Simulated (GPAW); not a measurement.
## BiTe in GPAW: convergence with convergence criteria

The system is BiTe.

```xyz
2
Lattice="0.0000 3.2350 3.2350 3.2350 0.0000 3.2350 3.2350 3.2350 0.0000" Properties=species:S:1:pos:R:3 pbc="T T T"
Bi    0.0000    0.0000    0.0000
Te    3.2350    3.2350    3.2350
```

```yaml
Program: GPAW 26.7.0
Task: convergence study
Functional: PBE
Potentials_or_basis: GPAW PAW data sets (gpaw-data 1.2.1)
Cutoff: 600 eV
Basis: pw
k_mesh: 7 × 7 × 7
Occupations: fermi-dirac, width 0.05 eV
Spin: no spin polarisation
```

These are the settings of the first run; the series varies convergence criteria, with any setting tied to it.

Hardware: 1 thread of Arm Neoverse V1 (shared host).

| convergence criteria | energy less the tightest run, at zero smearing (meV/atom) | pressure (GPa) | SCF cycles | CPU time (s) | peak memory (GiB) |
| --- | --- | --- | --- | --- | --- |
| density=0.001 energy=0.01 eigenstates=0.0001 | 0.00 | 0.66 | 6 | 13 | 0.17 |
| default | 0.00 | 0.70 | 9 | 21 | 0.17 |
| density=1e-05 energy=1e-05 | 0.00 | 0.70 | 9 | 21 | 0.17 |
| density=1e-05 forces=0.0001 | 0.00 | 0.70 | 10 | 23 | 0.17 |
| density=1e-06 energy=1e-06 eigenstates=1e-10 | 0.00 | 0.70 | 11 | 25 | 0.17 |

Against the tightest run, the energy stays within 1 meV/atom from density=0.001 energy=0.01 eigenstates=0.0001 on; the pressure stays within 0.1 GPa from density=0.001 energy=0.01 eigenstates=0.0001 on. The tightest run that finished is the yardstick and may itself not be fully converged.
